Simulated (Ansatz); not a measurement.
# ClFGaHS: up Jacob's ladder to CCSD(T)

An exercise on one series of results from a longer session: the logs are not shown, and one member is left open.

Program: Ansatz 0.2.0, Gaussian basis. Level of theory: functionals in def2-TZVPP, the program's frozen cores in correlated methods. These are calculated values, not measurements.

Plan: LDA (SPW92), PBE-D4, revPBE-D4, BLYP-D4, r2SCAN-D4, B97M-V, PBE0-D4, B3LYP-D4, r2SCANh-D4, r2SCAN0-D4, HSE06-D4, BHLYP-D4, CAM-B3LYP-D4, LC-ωPBE, ωB97X-V, ωB97M-V, B2PLYP, PBE-QIDH; CCSD(T)/def2-SVP; CCSD(T)/def2-TZVPP; CCSD(T)/def2-QZVPP; extrapolation to the limit; RPA on PBE.

## The relaxed structure

The geometry comes from an earlier relaxation with PBE0-D4 in a triple-zeta def2 set; it is a stationary point.

SMILES `[F][Ga]([SH])[Cl]`, 5 atoms, charge 0, spin multiplicity 1.

Atoms are counted from 1 here; the program's logs count them from 0.

Bond lengths: F1–Ga2 1.743 Å, Ga2–S3 2.169 Å, Ga2–Cl4 2.114 Å, S3–H5 1.345 Å. Angles: F1–Ga2–S3 119.1°, F1–Ga2–Cl4 116.8°, S3–Ga2–Cl4 124.1°, Ga2–S3–H5 91.7°.

The first run:

The input, in.yaml:

```yaml
crystal:
  periodic: [false, false, false]
  atoms:
    - {symbol: F, position_ang: [-0.245033, -1.455420, 1.124381]}
    - {symbol: Ga, position_ang: [-0.430568, -0.260800, -0.131347]}
    - {symbol: S, position_ang: [1.079992, 1.280021, -0.354120]}
    - {symbol: Cl, position_ang: [-2.148363, -0.422545, -1.353690]}
    - {symbol: H, position_ang: [1.793771, 0.784945, 0.673377]}
basis:
  gaussian: {orbitals: def2-TZVPP}
hamiltonian: {xc: lda}
output: {orbitals: {seedname: orbitals}}
```

Command:

```sh
ansatz run in.yaml --threads 2 --pin off --events-out ev --progress --plain --max-ram 32768MiB --backend cpu
```

Steps of the session up to this table: LDA; PBE-D4 (GGA); revPBE-D4 (GGA); BLYP-D4 (GGA); r2SCAN-D4 (meta-GGA); B97M-V (meta-GGA); PBE0-D4 (hybrid); B3LYP-D4 (hybrid); r2SCANh-D4 (hybrid); r2SCAN0-D4 (hybrid); HSE06-D4 (hybrid); BHLYP-D4 (hybrid); CAM-B3LYP-D4 (range-separated); LC-ωPBE (range-separated); ωB97X-V (range-separated); ωB97M-V (range-separated); B2PLYP (double hybrid); PBE-QIDH (double hybrid).

One of the session's tables, all rows but one given; the rest of the session is left out.

It belongs to the step «Orbital energies across the functionals». 

| functional | HOMO (eV) | LUMO (eV) | gap (eV) |
| --- | --- | --- | --- |
| LDA (SPW92) | ? | ? | ? |
| PBE-D4 | -7.20 | -2.52 | 4.68 |
| revPBE-D4 | -7.14 | -2.39 | 4.76 |
| BLYP-D4 | -7.03 | -2.49 | 4.54 |
| r2SCAN-D4 | -7.52 | -2.24 | 5.28 |
| B97M-V | -7.56 | -2.30 | 5.26 |
| PBE0-D4 | -8.46 | -1.58 | 6.88 |
| B3LYP-D4 | -8.20 | -1.92 | 6.29 |
| r2SCANh-D4 | -7.98 | -1.90 | 6.08 |
| r2SCAN0-D4 | -8.67 | -1.41 | 7.26 |
| HSE06-D4 | -8.06 | -1.95 | 6.11 |
| BHLYP-D4 | -9.55 | -0.68 | 8.88 |
| CAM-B3LYP-D4 | -9.79 | -0.63 | 9.16 |
| LC-ωPBE | -11.21 | 0.70 | 11.91 |
| ωB97X-V | -10.83 | 0.54 | 11.37 |
| ωB97M-V | -10.65 | 0.35 | 11.00 |

Q: Estimate the row for LDA (SPW92) from the others.

The run gave: HOMO (eV): -7.37; LUMO (eV): -2.84; gap (eV): 4.52. In the column «HOMO (eV)» it lies between r2SCAN-D4 (-7.52) and PBE-D4 (-7.20).
